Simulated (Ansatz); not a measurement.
# CH3Cl2FMoO2: the cost of one run

The runs use Ansatz 0.2.0, Gaussian basis; the settings change from run to run.

### 1 The relaxed structure

An earlier PBE0-D4 in a triple-zeta def2 set relaxation fixed the geometry. Mo takes a core potential in def2 sets; no spin-orbit term is included.

SMILES `C[O][Mo](=[O])([F])([Cl])[Cl]`, 10 atoms, charge 0, spin multiplicity 1.

Atoms are counted from 1 here; the program's logs count them from 0.

Bond lengths: C1–O2 1.399 Å, C1–H8 1.094 Å, C1–H9 1.097 Å, C1–H10 1.091 Å, O2–Mo3 1.833 Å, Mo3–O4 1.644 Å, Mo3–F5 1.858 Å, Mo3–Cl6 2.303 Å, Mo3–Cl7 2.287 Å. Angles: O2–C1–H8 110.4°, O2–C1–H9 108.6°, O2–C1–H10 108.6°, H8–C1–H9 109.3°, H8–C1–H10 109.9°, H9–C1–H10 109.9°, C1–O2–Mo3 136.9°, O2–Mo3–O4 102.8°, O2–Mo3–F5 87.7°, O2–Mo3–Cl6 85.6°, O2–Mo3–Cl7 154.7°, O4–Mo3–F5 109.8°, O4–Mo3–Cl6 107.8°, O4–Mo3–Cl7 102.5°, F5–Mo3–Cl6 142.4°, F5–Mo3–Cl7 84.6°, Cl6–Mo3–Cl7 85.9°.

### 2 revPBE/ANO-RCC-VTZP

Options: atoms shaken by 0.08 Å, D4 dispersion.

in.yaml reads:

```yaml
crystal:
  periodic: [false, false, false]
  atoms:
    - {symbol: C, position_ang: [0.250111, -1.612007, -0.001824]}
    - {symbol: O, position_ang: [-0.480911, -0.360794, -0.284762]}
    - {symbol: Mo, position_ang: [-0.320128, 1.206203, -0.158181]}
    - {symbol: O, position_ang: [-1.891492, 1.806384, -0.465306]}
    - {symbol: F, position_ang: [0.876647, 1.063651, -1.633789]}
    - {symbol: Cl, position_ang: [-0.325707, 0.651913, 2.161650]}
    - {symbol: Cl, position_ang: [0.781118, 3.154420, 0.211384]}
    - {symbol: H, position_ang: [1.237216, -1.656629, -0.349982]}
    - {symbol: H, position_ang: [0.348986, -1.942874, 1.076624]}
    - {symbol: H, position_ang: [-0.212196, -2.553325, -0.208863]}
basis:
  gaussian: {orbitals: ANO-RCC-VTZP}
hamiltonian: {xc: {name: revPBE}, dispersion: d4}
```

Command:

```
$ ansatz run in.yaml --threads 4 --pin off --events-out ev --progress --plain --max-ram 11315MiB
```

Q: Estimate wall time and peak memory on 4 threads of Arm Neoverse V2, shared host.

About 10 s, with a peak of 0.89 GiB.
